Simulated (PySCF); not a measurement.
# Solver options tried on NaSb⁺

Do solver options change the result for NaSb⁺, or only the number of cycles?

The runs use PySCF 2.14.0; each script names its method and basis.

2 further runs of the same task are left out: 2 for a known fault of the program.

## (1) The starting structure

NaSb⁺: 2 atoms, charge 1, spin multiplicity 2.

Bond lengths: Na1–Sb2 2.888 Å.

## (2) Base script

File input.py:

```python
from pyscf import gto, scf
from pyscf.geomopt.geometric_solver import optimize

mol = gto.M(
    atom='Na 0 0 0; Sb 0 0 2.888',
    basis='crenbl',
    ecp={'Na': 'crenbl', 'Sb': 'crenbl'},
    charge=1,
    spin=1,
    verbose=4,
)
mf = scf.UHF(mol)
mf.kernel()
mol_eq = optimize(mf, maxsteps=30)
print('optimised geometry (angstrom)')
print(mol_eq.tostring('raw'))
print('orbital energies (hartree):', [e[max(0, n-3):n+3].round(4) for e, n in zip(mf.mo_energy, mol.nelec)])
```

Launch:

```console
$ OMP_NUM_THREADS=1 python input.py
```

The log of this run is left out.

In short: at the starting geometry E(SCF) = -127.829098 Eh, 10 cycles, ⟨S²⟩ = 0.757, optimised bond 3.247 Å in 7 steps; the optimisation lowers the energy by 0.139 eV.

## (3) Initial guess huckel

Run 1 changes initial guess: minao → huckel.

File input.py:

```python
from pyscf import gto, scf
from pyscf.geomopt.geometric_solver import optimize

mol = gto.M(
    atom='Na 0 0 0; Sb 0 0 2.888',
    basis='crenbl',
    ecp={'Na': 'crenbl', 'Sb': 'crenbl'},
    charge=1,
    spin=1,
    verbose=4,
)
mf = scf.UHF(mol)
mf.init_guess = 'huckel'
mf.kernel()
mol_eq = optimize(mf, maxsteps=30)
print('optimised geometry (angstrom)')
print(mol_eq.tostring('raw'))
print('orbital energies (hartree):', [e[max(0, n-3):n+3].round(4) for e, n in zip(mf.mo_energy, mol.nelec)])
```

Launch:

```console
$ OMP_NUM_THREADS=1 python input.py
```

## (4) Point-group symmetry on

Run 2 changes point-group symmetry: off → on.

Edit input.py of step 2 so:

```diff
@@ -9,2 +9,3 @@
     spin=1,
+    symmetry=True,
     verbose=4,
```

## (5) Second-order solver on

Run 3 changes second-order solver: off → on.

Edit input.py of step 2 so:

```diff
@@ -12,2 +12,3 @@
 mf = scf.UHF(mol)
+mf = mf.newton()
 mf.kernel()
```

## (6) DIIS space off

Run 4 changes DIIS space: default → off.

Edit input.py of step 2 so:

```diff
@@ -12,2 +12,3 @@
 mf = scf.UHF(mol)
+mf.diis = False
 mf.kernel()
```

## (7) Initial guess mod_huckel

Run 5 changes initial guess: minao → mod_huckel.

Edit input.py of step 2 so:

```diff
@@ -12,2 +12,3 @@
 mf = scf.UHF(mol)
+mf.init_guess = 'mod_huckel'
 mf.kernel()
```

What does the calculation give? Wanted: for each run, E(SCF); from base; gap, α spin; after the SCF.

**Answer**, as computed:

```
                     run  E(SCF) (hartree)  from base (eV)   cycles  gap, α spin (eV)             after the SCF
                    base       -127.829098               0       10              7.01   bond 3.247 Å, -0.139 eV
    initial guess huckel       -127.778137         +1.3867       10              5.51  bond 12.648 Å, -0.736 eV
 point-group symmetry on       -127.851933         -0.6214       10              7.97   bond 3.510 Å, -0.200 eV
  second-order solver on       -127.829098          0.0000  3 macro              7.01   bond 3.247 Å, -0.139 eV
          DIIS space off       -127.829098          0.0000       14              7.01   bond 3.247 Å, -0.139 eV
initial guess mod_huckel       -127.778137         +1.3867       10              5.51  bond 12.648 Å, -0.736 eV
```

SCF columns refer to the geometry typed in the script.

Distance from each run's final energy (log10 hartree) by cycle:

```
                     run  cycle 1  cycle 2  cycle 3  cycle 5  cycle 8  cycle 12
                    base     -0.6     -1.6     -4.0     -6.0     -8.1      done
    initial guess huckel     -2.7     -3.5     -4.1     -5.1     -8.3      done
 point-group symmetry on     -0.6     -1.5     -2.7     -5.5     -8.3      done
  second-order solver on     -4.0    < -11    < -11     done     done      done
          DIIS space off     -0.6     -1.6     -2.5     -4.4     -6.9      -8.7
initial guess mod_huckel     -2.7     -3.5     -4.1     -5.1     -8.3      done
```

In words: No change of the SCF energy comes from second-order solver on or DIIS space off. The largest comparable shift of the SCF energy, +1.387 eV, comes with the run “initial guess huckel”. With initial guess huckel the SCF ends in another solution, 1.39 eV higher: the path to self-consistency decides the state here. With point-group symmetry on the SCF ends in another solution, 0.62 eV lower: the path to self-consistency decides the state here. With initial guess mod_huckel the SCF ends in another solution, 1.39 eV higher: the path to self-consistency decides the state here. The base needs 10 cycles and the run with DIIS space off needs 14.
